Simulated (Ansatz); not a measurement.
# BOF (fluoro(oxo)borane) at MP2/STO-3G

What is the electronic atomisation energy of BOF (fluoro(oxo)borane) at MP2/STO-3G? 

The calculation is run with Ansatz 0.2.0.

53 further runs of the same task are left out: 4 that didn't finish, 49 set aside as unsound or not needed.

## (1) The system as given

BOF has 3 atoms, charge 0, and is taken as a singlet. SMILES: `O=BF`. The coordinates come from a PBE0-D4/def2-TZVP relaxation.

Bond lengths: O1–B2 1.206 Å, B2–F3 1.282 Å. Angles: O1–B2–F3 180.0°.

## (2) The energy at MP2/STO-3G

in.yaml

```yaml
crystal:
  periodic: [false, false, false]
  atoms:
    - {symbol: O, position_ang: [0.983100, -0.565100, 0.479900]}
    - {symbol: B, position_ang: [0.020300, -0.011600, 0.009900]}
    - {symbol: F, position_ang: [-1.003400, 0.576800, -0.489800]}
basis:
  gaussian:
    orbitals: STO-3G
correlation:
  method: mp2
  frozen_orbitals: {B: 1, F: 1, O: 1}
accuracy: high
```

On the command line:

```sh
$ ansatz run in.yaml --threads 1 --pin off --max-ram 2610MiB --events-out events.jsonl --progress --plain --runs-dir runs
```

Log:

```text
Warning: RAYON_NUM_THREADS=1 ignored (pool sized by the plan → 1); use --threads N
Functional definition: HF
  name "HF"
  exchange = exact_x
  correlation = 0
248 factors; integrals over basis functions are off by at most 3.4e-8 eV
mean field evaluation 1: about -5338.3520 eV, gradient 3.4e1 eV
mean field evaluation 2: about -5338.3823 eV, gradient 3.4e1 eV
mean field evaluation 4: about -5342.3230 eV, gradient 2.4e0 eV
mean field evaluation 8: about -5342.3527 eV, gradient 6.3e-2 eV
mean field -5342.35269246 eV, -196.3278402711 hartree, gradient 1.6e-8 eV, S^2 0.000000; 0 other end points of the search recorded, 0 dependent functions left out
3 core orbitals not correlated: weight in the atoms' cores, before any rotation towards them, 1.000 or more for the frozen orbitals, at most 0.000 for the correlated occupied ones
reference -5342.35269246 eV, -196.3278402711 hartree; 8, 8 occupied and 4, 4 virtual orbitals, 248 factors
second order -3.78524455 eV of doubles, -0.00000000 eV of singles
Total energy: -5346.13793701 eV, -196.4669454426 hartree
```

Wall time 0.08 s (1 thread of Intel Xeon Platinum 8488C (Sapphire Rapids), shared host).

## (3) The B atom, same level

run.yaml

```yaml
basis:
  gaussian:
    orbitals: STO-3G
crystal:
  periodic: [false, false, false]
  atoms:
    - symbol: B
      position_ang: [0.000000, 0.000000, 0.000000]
magnetization:
  spin_polarized: true
  initial_magnetization: 1
accuracy: high
correlation:
  method: mp2
  frozen_orbitals: {B: 1}
```

Run the same way, it converges to -24.16765 Eh (log not shown).

## (4) The F atom

job.yaml

```yaml
crystal:
  periodic: [false, false, false]
  atoms:
    - symbol: F
      position_ang: [0.000000, 0.000000, 0.000000]
basis:
  gaussian: {orbitals: STO-3G}
magnetization: {spin_polarized: true, initial_magnetization: 1}
correlation: {method: mp2, frozen_orbitals: {F: 1}}
accuracy: high
```

Run the same way, it converges to -97.98651 Eh (log not shown).

## (5) The O atom

run.yaml

```yaml
basis:
  gaussian:
    orbitals: STO-3G
crystal:
  periodic: [false, false, false]
  atoms:
    - {symbol: O, position_ang: [0.000000, 0.000000, 0.000000]}
accuracy: high
correlation:
  method: mp2
  frozen_orbitals: {O: 1}
magnetization:
  spin_polarized: true
  initial_magnetization: 2
```

Run the same way, it converges to -73.80415 Eh (log not shown).

## (6) Outcome

At MP2/STO-3G, 3 core orbitals frozen:

| quantity | value |
| --- | --- |
| molecule: total energy | -196.46695 Eh |
| molecule: correlation energy (3 core orbitals frozen) | -139.1 mEh |
| B atom: total energy | -24.16765 Eh |
| B atom: correlation energy (1 core orbital frozen) | -18.7 mEh |
| B atom: ⟨S²⟩ of the reference determinant | 0.750 |
| F atom: total energy | -97.98651 Eh |
| F atom: correlation energy (1 core orbital frozen) | 0.0 mEh |
| F atom: ⟨S²⟩ of the reference determinant | 0.750 |
| O atom: total energy | -73.80415 Eh |
| O atom: correlation energy (1 core orbital frozen) | 0.0 mEh |
| O atom: ⟨S²⟩ of the reference determinant | 2.000 |
| electronic atomisation energy | 13.841 eV |

What this shows: Taking the molecule apart into free atoms costs 13.84 eV (1335 kJ/mol), before zero-point energy and without spin-orbit coupling. In a minimal basis such a difference can be off by several eV, whatever the method.
